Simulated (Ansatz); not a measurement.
**C2H10InP: small, medium and large basis sets**

An exercise on one series of results from a longer session: the logs are not shown, and one member is left open.

Method: one geometry, several basis sets; program: Ansatz 0.2.0, Gaussian basis.

Levels to be run: PBE0-D4/def2-SVP; ωB97M-V/def2-SVP; PBE0-D4/def2-QZVPP; ωB97M-V/def2-QZVPP; the functionals' def2-TZVPP values are taken from earlier runs.

### Structure used throughout

An earlier PBE0-D4 in a triple-zeta def2 set relaxation fixed the geometry. In takes the def2 core potential; no spin-orbit term is included.

SMILES `[CH3][InH-]([CH3])[PH3+]`, 14 atoms, charge 0, spin multiplicity 1.

Atoms are counted from 1 here; the program's logs count them from 0.

Bond lengths: C1–In2 2.172 Å, C1–H5 1.092 Å, C1–H6 1.093 Å, C1–H7 1.091 Å, In2–C3 2.172 Å, In2–P4 2.841 Å, In2–H8 1.742 Å, C3–H9 1.093 Å, C3–H10 1.092 Å, C3–H11 1.091 Å, P4–H12 1.412 Å, P4–H13 1.413 Å, P4–H14 1.412 Å. Angles: In2–C1–H5 111.2°, In2–C1–H6 109.5°, In2–C1–H7 111.5°, H5–C1–H6 107.8°, H5–C1–H7 108.9°, H6–C1–H7 107.8°, C1–In2–C3 119.2°, C1–In2–P4 95.9°, C1–In2–H8 119.2°, C3–In2–P4 96.0°, C3–In2–H8 119.2°, P4–In2–H8 93.4°, In2–C3–H9 109.5°, In2–C3–H10 111.2°, In2–C3–H11 111.5°, H9–C3–H10 107.8°, H9–C3–H11 107.8°, H10–C3–H11 108.9° and more.

The first run:

in.yaml reads:

```yaml
crystal:
  periodic: [false, false, false]
  atoms:
    - {symbol: C, position_ang: [-1.015705, 1.677873, -0.983620]}
    - {symbol: In, position_ang: [-0.163319, 0.647439, 0.727436]}
    - {symbol: C, position_ang: [1.989765, 0.389275, 0.844280]}
    - {symbol: P, position_ang: [-0.725153, -1.978461, -0.200936]}
    - {symbol: H, position_ang: [-0.476608, 1.433768, -1.900982]}
    - {symbol: H, position_ang: [-0.944956, 2.757566, -0.830971]}
    - {symbol: H, position_ang: [-2.069992, 1.428417, -1.115634]}
    - {symbol: H, position_ang: [-1.122876, 0.454118, 2.168718]}
    - {symbol: H, position_ang: [2.445864, 1.304111, 1.230413]}
    - {symbol: H, position_ang: [2.418252, 0.191641, -0.140134]}
    - {symbol: H, position_ang: [2.258305, -0.426716, 1.517498]}
    - {symbol: H, position_ang: [-0.365213, -3.096551, 0.583072]}
    - {symbol: H, position_ang: [-0.181806, -2.444037, -1.419106]}
    - {symbol: H, position_ang: [-2.059457, -2.367642, -0.451237]}
basis:
  gaussian: {orbitals: def2-SVP}
hamiltonian: {xc: pbe0, dispersion: d4}
output: {orbitals: {seedname: orbitals}}
```

Command:

```console
ansatz run in.yaml --threads 4 --pin off --events-out ev --progress --plain --max-ram 11315MiB
```

Steps of the session up to this table: PBE0-D4 in def2-SVP; ωB97M-V in def2-SVP; PBE0-D4 in def2-QZVPP; ωB97M-V in def2-QZVPP.

One table of the session follows, with a row left open; its other results are not shown here.

It belongs to the step «Functionals by basis». 

| functional | basis | HOMO (eV) | LUMO (eV) |
| --- | --- | --- | --- |
| PBE0-D4 | def2-SVP | -6.69 | 0.19 |
| PBE0-D4 | def2-TZVPP | -6.77 | -0.14 |
| PBE0-D4 | def2-QZVPP | ? | ? |
| ωB97M-V | def2-SVP | -8.88 | 1.71 |
| ωB97M-V | def2-TZVPP | -8.97 | 1.15 |
| ωB97M-V | def2-QZVPP | -8.98 | 0.83 |

Q: Estimate the row for PBE0-D4, def2-QZVPP from the others.

As computed: HOMO (eV): -6.79; LUMO (eV): -0.27. In the column «HOMO (eV)» it lies between ωB97M-V, def2-SVP (-8.88) and PBE0-D4, def2-TZVPP (-6.77).
